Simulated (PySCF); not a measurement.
# C₂H₄BBrO: electronic excitations

Aim: predict the electronic excitations of C₂H₄BBrO (`C=COBBr`).

Programs: PySCF 2.14.0, with density-fitted response routines of our own. Each step states its level of theory. These are calculated values for one molecule in the gas phase, unless marked as measured. Atoms count from 0, in the outputs and in this text.

## 1. The starting structure

9 atoms, charge 0, multiplicity 1; geometry from: GFN2-xTB.

Bonds of the start (Å): C0–C1 1.32, C1–O2 1.37, O2–B3 1.31, B3–Br4 1.90, C0–H5 1.08, C0–H6 1.07, C1–H7 1.08, B3–H8 1.17.

## 2. Excited states and response: CAM-B3LYP/def2-SVPD

Job settings and geometry (Å):

```
{"job": {"kind": "uv", "xc": "CAM-B3LYP", "basis": "def2-SVPD", "nstates": 8, "ntriplets": 3}, "charge": 0, "multiplicity": 1}
C     -1.400186    -0.278398     0.346860
C     -0.701384     0.338505    -0.586858
O      0.602425     0.066568    -0.900971
B      1.675150    -0.055985    -0.153455
Br     1.686526     0.256519     1.716032
H     -0.977610    -1.044712     0.973477
H     -2.432608    -0.030612     0.504307
H     -1.116008     1.097984    -1.237910
H      2.677256    -0.343874    -0.686662
```

With the program's defaults for keys left out, this is: TDDFT CAM-B3LYP/def2-SVPD, vertical, gas phase, core orbitals frozen in the response.

Launch:

```
$ OMP_NUM_THREADS=1 python probes_run.py task.json out
```

One launch serves the whole session: the jobs run in the order shown.

Predict these results of the whole session: lowest singlet (CAM-B3LYP/def2-SVPD); brightest single state of those computed; lowest triplet.

The runs gave:

| quantity | value |
| --- | --- |
| lowest singlet (CAM-B3LYP/def2-SVPD) | 5.95 eV (208 nm), f = 0.035 |
| brightest single state of those computed | state 7, 7.80 eV, f = 0.082 |
| lowest triplet | 4.32 eV |

The lowest singlet, at 5.95 eV, is HOMO→LUMO 0.79, HOMO−1→LUMO 0.14 and is weak; of the 8 states computed, the strongest absorption comes from state 7 at 7.80 eV. The lowest triplet lies 1.62 eV below the lowest singlet (triplets in Tamm-Dancoff, singlets in full TDDFT).
